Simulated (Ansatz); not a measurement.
Here is an Ansatz 0.2.0 calculation.

Contents of input.yaml:

```yaml
crystal:
  lattice:
    - [0.0, 3.235, 3.235]
    - [3.235, 0.0, 3.235]
    - [3.235, 3.235, 0.0]
  atoms:
    - { symbol: Bi, position: [0.0, 0.0, 0.0] }
    - { symbol: Te, position: [0.5, 0.5, 0.5] }
kpoints:
  mp_grid: { grid: [7, 7, 7] }
  band_path:
    path:
      - [0.0, 0.0, 0.0]
      - [0.5, 0.0, 0.5]
      - [0.5, 0.25, 0.75]
      - [0.375, 0.375, 0.75]
      - [0.0, 0.0, 0.0]
      - [0.5, 0.5, 0.5]
      - [0.625, 0.25, 0.625]
      - [0.5, 0.25, 0.75]
    npoints: 10
scf:
  occupations: { method: fermi_dirac, width: 0.05 }
hamiltonian:
  xc: pbesol
  pseudopotentials: { kind: all_electron, lapw: { basis_error: 0.001 } }
output:
  forces: true
  stress: true
  eigenvalues: true
```

Potentials or basis: all-electron LAPW, scalar-relativistic.

Command:

```bash
$ ansatz run input.yaml --threads 1 --pin off --max-ram 3072MiB --backend cpu --events-out ev --progress --plain --runs-dir out
```

Q: Predict the band gap along the path.

A: None (metal or under the smearing width).

Q: What does it give for the pressure?

A: -1.5 GPa.

Levels at the corners of the path, in eV from the Fermi level:
```csv
point,band 26,band 27,band 28,band 29,band 30,band 31,band 32,band 33,band 34,band 35
Γ,-13.55,-8.16,-2.55,-2.55,-2.55,2.12,2.12,2.12,4.63,4.63
X,-11.79,-9.98,-5.70,-4.03,-4.03,2.15,3.57,3.57,4.93,8.81
W,-11.25,-10.89,-5.00,-5.00,-1.59,-0.29,3.90,3.90,5.09,5.09
K,-11.45,-10.71,-5.33,-3.53,-3.48,1.96,1.97,3.75,4.33,7.29
Γ,-13.55,-8.16,-2.55,-2.55,-2.55,2.12,2.12,2.12,4.63,4.63
L,-11.60,-11.27,-1.92,-1.92,-1.62,-0.89,-0.66,-0.66,7.21,7.73
U,-11.45,-10.71,-5.33,-3.53,-3.48,1.96,1.97,3.75,4.33,7.29
W,-11.25,-10.89,-5.00,-5.00,-1.59,-0.29,3.90,3.90,5.09,5.09
```

Caveat: spin-orbit coupling is left out, which moves the levels of the heavy elements.
